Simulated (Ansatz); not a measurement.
**Zn: substituted relatives**

One table from this session's results is given with a row withheld; the runs are named, their logs left out.

Program: Ansatz 0.2.0. Level of theory: DFT PBEsol, scalar-relativistic, plane waves, PAW. These are calculated values, not measurements.

1 further run of the same task is left out (set aside as unsound or not needed). Runs told in other sessions of the task aren't counted.

### The system as given

Symmetry: P6_3/mmc, No. 194, hexagonal system. The conventional cell has a = 2.593 Å, b = 2.593 Å, c = 4.895 Å, α = 90.00°, β = 90.00°, γ = 120.00°. Zn (site symmetry -6m2) is surrounded by 12 Zn at 2.59 to 2.87 Å.

Structure file:

```
CELL_PARAMETERS angstrom
2.59270 0.00000 0.00000
-1.29635 2.24535 0.00000
0.00000 0.00000 4.89472
ATOMIC_POSITIONS crystal
Zn 0.33333 0.66667 0.25000
Zn 0.66667 0.33333 0.75000
```

This cell was relaxed beforehand with the same method: volume 14.25 Å³/atom, gap on the mesh none (metal).

Set-up of the first run:

input.yaml reads:

```yaml
crystal:
  lattice:
    - [2.82991886, 0.0, 0.0]
    - [-1.41495943, 2.4507816234, 0.0]
    - [0.0, 0.0, 5.3425551322]
  atoms:
    - { symbol: Mn, position: [0.3333333333, 0.6666666667, 0.25], spin: 4.0 }
    - { symbol: Mn, position: [0.6666666667, 0.3333333333, 0.75], spin: 4.0 }
basis:
  ecutwfc: 420
kpoints:
  mp_grid: { grid: [6, 6, 4] }
hamiltonian:
  xc: pbesol
scf:
  occupations: { method: gaussian, width: 0.1 }
  lower_state_search: "off"
output:
  forces: true
  stress: true
  eigenvalues: true
  populations: true
magnetization:
  spin_polarized: true
```

Run with:

```console
$ ansatz run input.yaml --threads 1 --pin off --max-ram 2560MiB --backend cpu --events-out ev --progress --plain --runs-dir out
```

Steps of the session up to this table: A first look at the start (Mn); Coarse relaxation (Mn); Full relaxation (Mn); Probe: one point at the start (Cd); Full relaxation (Cd).

One of the session's tables, all rows but one given; the rest of the session is left out.

Lengths are those of the vectors of the cell that was run:

```
   swap  volume (Å³/atom)  a (Å)  b (Å)  c (Å)
   none             14.25  2.593  2.593  4.895
Zn → Fe                 ?      ?      ?      ?
Zn → Cu             11.33  2.521  2.521  4.117
Zn → Hg             23.80  3.260  3.260  5.171
Zn → Sn             26.26  3.329  3.329  5.471
Zn → Mn             10.32  2.451  2.451  3.966
Zn → Cd             21.07  2.943  2.943  5.618
```

Estimate the missing values for Zn → Fe.

**Answer.** volume (Å³/atom): 9.81; a (Å): 2.429; b (Å): 2.429; c (Å): 3.842. In the column «volume (Å³/atom)» it is the lowest.

Lengths are those of the computed cell. Rows of earlier swaps come from the sessions before.

Caveats from the session: Warnings in the runs' records: seeded moment not kept.
